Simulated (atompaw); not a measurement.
**Pseudopotential generation for barium: PAW (atompaw), PBE**

Do these settings give a usable potential? It is generated, then checked for scattering, ghosts and hardness.

The numbers are computed with atompaw 4.2.0.5 (PBE, scalar-relativistic, spin-unpolarised reference atom).

### 1 Starting point

The settings as typed:

| Item | Value |
| --- | --- |
| element | barium (Ba, Z = 56) |
| type | PAW |
| frozen core | [Kr] 4d10 |
| valence charge | 10 |
| reference configuration | 5s2 5p6 5d0 6s2 6p0 |
| partial waves | 5s (bound): rc 2.75 bohr; 6s (bound): rc 2.45 bohr; 5p (bound): rc 2.75 bohr; 6p (bound, empty): rc 3.00 bohr; 5d (bound, empty): rc 3.00 bohr; 5d channel at 3.4 Ry: rc 3.00 bohr |
| local potential | bessel scheme, radius 2.20 bohr |
| core correction | smooth core density matched at 2.10 bohr |
| augmentation charge | sinc compensation charge, radius 2.45 bohr; PAW radius 3.00 bohr; waves and projectors: custom polynom2 7 10 vanderbiltortho |

An earlier all-electron run gives the scale for the radii.

All-electron outer shells of the reference configuration (PBE, scalar-relativistic, ld1.x):

```json
{"shell": "4p", "level (eV)": "-181.00", "outermost node (bohr)": "0.35", "outermost maximum (bohr)": "0.65"}
{"shell": "4d", "level (eV)": "-89.68", "outermost node (bohr)": "0.32", "outermost maximum (bohr)": "0.70"}
{"shell": "5s", "level (eV)": "-33.67", "outermost node (bohr)": "0.80", "outermost maximum (bohr)": "1.47"}
{"shell": "5p", "level (eV)": "-18.74", "outermost node (bohr)": "0.86", "outermost maximum (bohr)": "1.67"}
{"shell": "6s", "level (eV)": "-3.23", "outermost node (bohr)": "1.97", "outermost maximum (bohr)": "4.16"}
{"shell": "5d", "level (eV)": "-2.02", "outermost node (bohr)": "1.00", "outermost maximum (bohr)": "2.49"}
{"shell": "6p", "level (eV)": "-1.24", "outermost node (bohr)": "2.36", "outermost maximum (bohr)": "5.40"}
```

### 2 The generation run

Input file Ba.input:

```
Ba 56
GGA-PBE scalarrelativistic loggrid 2001 logderivrange -4 5 226
6 6 5 0 0 0
6 1 0
5 2 0
0 0 0
c
c
c
c
v
v
c
c
c
v
v
c
c
v
2
3.00 2.45 2.20 2.10
n
n
y
3.4
n
custom polynom2 7 10 vanderbiltortho sinc
bessel
2.75
2.45
2.75
3.00
3.00
3.00
PWSCFOUT
UPFDX 0.0125d0 UPFXMIN -7.d0 UPFZMESH 56.d0
END
```

Run with:

```sh
$ atompaw < Ba.input > Ba.log
```

Before running it: what results should come out? Wanted: cutoffs for 10 and 1 mRy, occupied levels; bound ghosts; largest phase difference near zero energy, channels read; lowest eigenvalue of the overlap; share of valence orbitals outside the PAW sphere; UPF file.

**Answer**, as computed:

| quantity | value |
| --- | --- |
| cutoffs for 10 and 1 mRy, occupied levels | 25 Ry and 50 Ry |
| bound ghosts | s at -36.15 eV |
| largest phase difference near zero energy, channels read | 0.084 rad |
| lowest eigenvalue of the overlap (Bessel basis) | 0.716 (p) |
| share of valence orbitals outside the PAW sphere | 5s 2 %, 6s 89 %, 5p 7 %, 6p 96 %, 5d 56 % |
| UPF file | written |

What this shows: It has a bound ghost (s), a state that the atom doesn't have, and that rules the file out. It counts as soft on the atom at that tolerance, with 25 Ry needed at the looser tolerance. Of the channels read, p scatters worst near zero energy, by up to 0.08 rad. In the p channel the atom's pole at 4.47 Ry sits lower, at 1.97 Ry, in the pseudo curve. These are tests on the free atom; a crystal test is still owed.
